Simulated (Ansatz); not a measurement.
# Cl3H3OSi2: up Jacob's ladder to CCSD(T)

One table from this session's results is given with a row withheld; the runs are named, their logs left out.

Program: Ansatz 0.2.0, Gaussian basis. Level of theory: functionals in def2-TZVPP, the program's frozen cores in correlated methods. These are calculated values, not measurements.

The runs, in order: PBE-D4, r2SCAN-D4, PBE0-D4, B3LYP-D4, ωB97X-V, ωB97M-V, B2PLYP; CCSD(T)/def2-TZVPP; MP2/def2-QZVPP; extrapolation to the limit.

## The relaxed structure

The geometry comes from an earlier relaxation with PBE0-D4 in a triple-zeta def2 set; it is a stationary point, not always the lowest conformer.

SMILES `O[SiH](Cl)[SiH](Cl)Cl`, 9 atoms, charge 0, spin multiplicity 1.

Atoms are counted from 1 here; the program's logs count them from 0.

Bond lengths: O1–Si2 1.635 Å, O1–H7 0.960 Å, Si2–Cl3 2.053 Å, Si2–Si4 2.346 Å, Si2–H8 1.477 Å, Si4–Cl5 2.044 Å, Si4–Cl6 2.059 Å, Si4–H9 1.481 Å. Angles: Si2–O1–H7 117.7°, O1–Si2–Cl3 112.0°, O1–Si2–Si4 109.5°, O1–Si2–H8 106.3°, Cl3–Si2–Si4 105.7°, Cl3–Si2–H8 108.6°, Si4–Si2–H8 114.9°, Si2–Si4–Cl5 111.3°, Si2–Si4–Cl6 105.0°, Si2–Si4–H9 115.7°, Cl5–Si4–Cl6 110.0°, Cl5–Si4–H9 107.6°, Cl6–Si4–H9 107.1°.

Set-up of the first run:

File in.yaml:

```yaml
crystal:
  periodic: [false, false, false]
  atoms:
    - {symbol: O, position_ang: [0.086489, -2.080274, -0.065081]}
    - {symbol: Si, position_ang: [0.095180, -0.654642, -0.865644]}
    - {symbol: Cl, position_ang: [1.967188, -0.175095, -1.559325]}
    - {symbol: Si, position_ang: [-0.497869, 1.072425, 0.606581]}
    - {symbol: Cl, position_ang: [-0.074814, 2.905880, -0.192948]}
    - {symbol: Cl, position_ang: [0.646834, 0.756059, 2.288588]}
    - {symbol: H, position_ang: [0.586772, -2.136657, 0.752530]}
    - {symbol: H, position_ang: [-0.807814, -0.823648, -2.022792]}
    - {symbol: H, position_ang: [-1.913567, 1.089553, 1.040994]}
basis:
  gaussian: {orbitals: def2-TZVPP}
hamiltonian: {xc: pbe, dispersion: d4}
output: {forces: true, orbitals: {seedname: orbitals}}
```

Launch:

```console
ansatz run in.yaml --threads 2 --pin off --events-out ev --progress --plain --max-ram 22528MiB --backend cuda --devices 0, --max-vram 18GiB
```

Steps of the session up to this table: PBE-D4 (GGA); r2SCAN-D4 (meta-GGA); PBE0-D4 (hybrid); B3LYP-D4 (hybrid); ωB97X-V (range-separated); ωB97M-V (range-separated); B2PLYP (double hybrid); CCSD(T) in def2-TZVPP; MP2 in def2-QZVPP.

One table of the session follows, with a row left open; its other results are not shown here.

It belongs to the step «Atomisation energies». 

| method | atomisation energy (kcal/mol) |
| --- | --- |
| PBE-D4 | 727.8 |
| r2SCAN-D4 | ? |
| PBE0-D4 | 717.7 |
| B3LYP-D4 | 711.8 |
| ωB97X-V | 726.9 |
| ωB97M-V | 725.1 |
| B2PLYP | 705.2 |
| HF/def2-TZVPP | 526.7 |
| MP2/def2-TZVPP | 719.8 |
| CCSD/def2-TZVPP | 684.0 |
| CCSD(T)/def2-TZVPP | 697.2 |
| MP2/CBS | 747.0 |
| CCSD(T)/CBS | 724.4 |

Q: Estimate the row for r2SCAN-D4 from the others.

**Answer.** atomisation energy (kcal/mol): 726.2. In the column «atomisation energy (kcal/mol)» it lies between ωB97M-V (725.1) and ωB97X-V (726.9).

Limits of these values: Free atoms (1 O, 2 Si, 3 Cl, 3 H) were run apart at each level; the atomisation energy is their sum less the molecule, without zero-point or spin-orbit terms.
